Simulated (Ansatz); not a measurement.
# TiGa3: response to strain

Aim: deform TiGa3 (zz strain of +1 %) and compute stress, forces and field gradients with LAPW, PAW and all-electron datasets made for the crystal.

Method: DFT PBEsol, scalar-relativistic, in Ansatz 0.2.0.

### 1 Starting point

The structure is tetragonal, space group I4/mmm (No. 139). Conventional cell: a = 3.789 Å, b = 3.789 Å, c = 8.734 Å, α = 90.00°, β = 90.00°, γ = 90.00°. Around Ti (site symmetry 4/mmm) lie 12 Ga at 2.68 to 2.89 Å. Ga (site symmetry 4/mmm) has 4 Ti at 2.68 Å and 8 Ga at 2.89 Å in its first shell of neighbours. Around Ga (site symmetry -4m2) lie 8 Ga at 2.68 to 2.89 Å and 4 Ti at 2.89 Å.

As a file:

```
CELL_PARAMETERS angstrom
-1.89450 1.89450 4.36700
1.89450 -1.89450 4.36700
1.89450 1.89450 -4.36700
ATOMIC_POSITIONS crystal
Ti 0.00000 0.00000 0.00000
Ga 0.50000 0.50000 0.00000
Ga 0.75000 0.25000 0.50000
Ga 0.25000 0.75000 0.50000
```

Atoms are numbered in the order of the input: Ti1, Ga2, Ga3, Ga4.

### 2 The deformed structure

Space group I4/mmm before, I4/mmm after.

### 3 LAPW, all electrons

input.yaml

```yaml
crystal:
  lattice:
    - [-1.8945, 1.8945, 4.41067]
    - [1.8945, -1.8945, 4.41067]
    - [1.8945, 1.8945, -4.41067]
  atoms:
    - { symbol: Ti, position: [0.0, 0.0, 0.0] }
    - { symbol: Ga, position: [0.5, 0.5, 0.0] }
    - { symbol: Ga, position: [0.75, 0.25, 0.5] }
    - { symbol: Ga, position: [0.25, 0.75, 0.5] }
kpoints:
  mp_grid: { grid: [14, 14, 14] }
  band_path:
    path:
      - [0.0, 0.0, 0.0]
      - [0.0, 0.0, 0.5]
      - [0.25, 0.25, 0.25]
      - [0.0, 0.5, 0.0]
      - [0.0, 0.0, 0.0]
      - [0.5, 0.5, -0.5]
      - [0.2961232707, 0.7038767293, -0.2961232707]
      - [-0.2961232707, 0.2961232707, 0.2961232707]
      - [0.0, 0.0, 0.0]
    npoints: 5
scf:
  occupations: { method: fermi_dirac, width: 0.05 }
hamiltonian:
  xc: pbesol
  pseudopotentials: { kind: all_electron, lapw: { basis_error: 0.0005 } }
output:
  forces: true
  stress: true
  eigenvalues: true
```

On the command line:

```console
$ ansatz run input.yaml --threads 1 --pin off --max-ram 4096MiB --backend cpu --events-out ev --progress --plain --runs-dir out
```

### 4 Frozen-core PAW

input.yaml

```yaml
crystal:
  lattice:
    - [-1.8945, 1.8945, 4.41067]
    - [1.8945, -1.8945, 4.41067]
    - [1.8945, 1.8945, -4.41067]
  atoms:
    - { symbol: Ti, position: [0.0, 0.0, 0.0] }
    - { symbol: Ga, position: [0.5, 0.5, 0.0] }
    - { symbol: Ga, position: [0.75, 0.25, 0.5] }
    - { symbol: Ga, position: [0.25, 0.75, 0.5] }
kpoints:
  mp_grid: { grid: [14, 14, 14] }
scf:
  occupations: { method: fermi_dirac, width: 0.05 }
hamiltonian:
  xc: pbesol
  pseudopotentials: { kind: paw }
output:
  forces: true
  stress: true
  eigenvalues: true
  efg: { contact_densities: true }
```

### 5 Datasets made for this crystal

input.yaml: that of step 4 with these lines changed.

```diff
@@ -16,3 +16,3 @@
   xc: pbesol
-  pseudopotentials: { kind: paw }
+  pseudopotentials: { kind: all_electron, datasets: crystal }
 output:
```

(Steps that only read results are left out.)

What does the calculation give? Wanted: pressure; largest shear or deviatoric stress.

As calculated:

```
                                 quantity                                              value
                                 pressure  LAPW -4.02, PAW -4.06, crystal datasets -4.02 GPa
largest shear or deviatoric stress (LAPW)                                           0.19 GPa
```

What this shows: The largest part of the stress beyond the pressure is 0.19 GPa in size, in the zz component; the atoms are carried along and not relaxed. No run of the undeformed cell stands beside it, so pressure and stress hold what the given cell had before the change, as far as its symmetry allows. PAW: stress within 0.05 GPa of LAPW. Crystal datasets: stress within 0.01 GPa of LAPW.
